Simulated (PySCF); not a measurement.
# C5H7F3N2: the cost of one run

Computed with PySCF 2.14.0 and routines of our own; the level stands in each step. Atoms count from 0.

## 1. The system as given

17 atoms, charge 0, multiplicity 1; geometry from: GFN2-xTB.

## 2. Magnetic properties: GIAO PBE/pcSseg-1

What the job is given:

```
{"job": {"kind": "mag", "xc": "PBE", "basis": "pcSseg-1", "isotopologues": 0}, "charge": 0, "multiplicity": 1}
C      2.377479     0.411185    -0.880353
C      2.018422    -0.644757     0.165686
C      0.876719    -0.181266     1.003219
N     -0.200477    -0.828800     1.035430
N     -1.265474    -0.811614     1.710461
C     -2.419168    -0.375234     1.409683
C     -2.719795     0.459846     0.193463
F     -3.883359     1.113003     0.313875
F     -1.771809     1.389912    -0.040633
F     -2.804320    -0.267000    -0.940256
H      1.527851     0.601116    -1.531334
H      2.659775     1.345468    -0.400372
H      3.210795     0.068647    -1.487745
H      2.883529    -0.820828     0.811054
H      1.751300    -1.583438    -0.320189
H      1.002300     0.754171     1.549427
H     -3.250767    -0.618380     2.048135
```

Method: GIAO PBE/pcSseg-1 magnetisability, rotational g tensor and spin-rotation constants, non-relativistic, gas phase.

The run is started by

```
> OMP_NUM_THREADS=1 python excited_run.py task.json out
```

One launch serves the whole session: the jobs run in the order shown.

**Question.** How long does this first job take on 1 thread of Arm Neoverse V2, shared host, and how much memory does it need?

About 51 s, with a peak of 0.71 GiB.
